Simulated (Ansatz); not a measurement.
# C2H6BFSi: up Jacob's ladder to CCSD(T)

One table from this session's results is given with a row withheld; the runs are named, their logs left out.

Computed with Ansatz 0.2.0, Gaussian basis. Level: functionals in def2-TZVPP, the program's frozen cores in correlated methods.

Levels to be run: LDA (SPW92), PBE-D4, revPBE-D4, BLYP-D4, r2SCAN-D4, B97M-V, PBE0-D4, B3LYP-D4, r2SCANh-D4, r2SCAN0-D4, HSE06-D4, BHLYP-D4, CAM-B3LYP-D4, LC-ωPBE, ωB97X-V, ωB97M-V, B2PLYP, PBE-QIDH; CCSD(T)/def2-SVP; CCSD(T)/def2-TZVPP; MP2/def2-QZVPP; extrapolation to the limit; RPA on PBE.

### Structure used throughout

All runs share one geometry, relaxed beforehand with PBE0-D4 in a triple-zeta def2 set.

SMILES `C=C(F)B[SiH3]`, 11 atoms, charge 0, spin multiplicity 1.

Atoms are counted from 1 here; the program's logs count them from 0.

Bond lengths: C1–C2 1.335 Å, C1–H6 1.081 Å, C1–H7 1.085 Å, C2–F3 1.354 Å, C2–B4 1.535 Å, B4–Si5 2.014 Å, B4–H8 1.195 Å, Si5–H9 1.488 Å, Si5–H10 1.491 Å, Si5–H11 1.491 Å. Angles: C2–C1–H6 119.0°, C2–C1–H7 122.1°, H6–C1–H7 118.9°, C1–C2–F3 117.5°, C1–C2–B4 124.3°, F3–C2–B4 118.1°, C2–B4–Si5 121.4°, C2–B4–H8 115.6°, Si5–B4–H8 123.0°, B4–Si5–H9 113.1°, B4–Si5–H10 109.6°, B4–Si5–H11 109.8°, H9–Si5–H10 108.2°, H9–Si5–H11 108.2°, H10–Si5–H11 107.7°.

Geometry (Å):

```xyz
11
C2H6BFSi
C    -1.3480    1.8485    0.2437
C    -0.4277    0.8972    0.4212
F     0.3446    0.9731    1.5304
B    -0.1907   -0.2698   -0.5472
Si    1.2267   -1.6565   -0.1934
H    -1.9780    1.8113   -0.6339
H    -1.4843    2.6586    0.9525
H    -0.8973   -0.2926   -1.5109
H     1.2876   -2.7085   -1.2434
H     2.5626   -0.9989   -0.1150
H     0.9698   -2.3195    1.1168
```

The first run:

Input file in.yaml:

```yaml
crystal:
  periodic: [false, false, false]
  atoms:
    - {symbol: C, position_ang: [-1.348050, 1.848520, 0.243672]}
    - {symbol: C, position_ang: [-0.427708, 0.897213, 0.421205]}
    - {symbol: F, position_ang: [0.344590, 0.973106, 1.530433]}
    - {symbol: B, position_ang: [-0.190708, -0.269828, -0.547235]}
    - {symbol: Si, position_ang: [1.226721, -1.656472, -0.193449]}
    - {symbol: H, position_ang: [-1.977991, 1.811316, -0.633946]}
    - {symbol: H, position_ang: [-1.484315, 2.658637, 0.952469]}
    - {symbol: H, position_ang: [-0.897260, -0.292570, -1.510920]}
    - {symbol: H, position_ang: [1.287650, -2.708500, -1.243351]}
    - {symbol: H, position_ang: [2.562565, -0.998947, -0.115009]}
    - {symbol: H, position_ang: [0.969805, -2.319476, 1.116831]}
basis:
  gaussian: {orbitals: def2-TZVPP}
hamiltonian: {xc: lda}
output: {orbitals: {seedname: orbitals}}
```

Steps of the session up to this table: LDA; PBE-D4 (GGA); revPBE-D4 (GGA); BLYP-D4 (GGA); r2SCAN-D4 (meta-GGA); B97M-V (meta-GGA); PBE0-D4 (hybrid); B3LYP-D4 (hybrid); r2SCANh-D4 (hybrid); r2SCAN0-D4 (hybrid); HSE06-D4 (hybrid); BHLYP-D4 (hybrid); CAM-B3LYP-D4 (range-separated); LC-ωPBE (range-separated); ωB97X-V (range-separated); ωB97M-V (range-separated); B2PLYP (double hybrid); PBE-QIDH (double hybrid).

One of the session's tables, all rows but one given; the rest of the session is left out.

It belongs to the step «Orbital energies across the functionals». 

| functional | HOMO (eV) | LUMO (eV) | gap (eV) |
| --- | --- | --- | --- |
| LDA (SPW92) | -7.20 | -3.92 | 3.29 |
| PBE-D4 | -7.12 | -3.67 | 3.44 |
| revPBE-D4 | ? | ? | ? |
| BLYP-D4 | -6.96 | -3.49 | 3.47 |
| r2SCAN-D4 | -7.32 | -3.47 | 3.85 |
| B97M-V | -7.39 | -3.51 | 3.88 |
| PBE0-D4 | -8.28 | -2.77 | 5.51 |
| B3LYP-D4 | -8.05 | -2.94 | 5.11 |
| r2SCANh-D4 | -7.77 | -3.15 | 4.62 |
| r2SCAN0-D4 | -8.43 | -2.66 | 5.77 |
| HSE06-D4 | -7.88 | -3.15 | 4.73 |
| BHLYP-D4 | -9.28 | -1.71 | 7.57 |
| CAM-B3LYP-D4 | -9.59 | -1.64 | 7.95 |
| LC-ωPBE | -10.93 | -0.54 | 10.38 |
| ωB97X-V | -10.56 | -0.60 | 9.96 |
| ωB97M-V | -10.50 | -0.77 | 9.73 |

Estimate the missing values for revPBE-D4.

As computed: HOMO (eV): -7.04; LUMO (eV): -3.57; gap (eV): 3.47. In the column «HOMO (eV)» it lies between PBE-D4 (-7.12) and BLYP-D4 (-6.96).
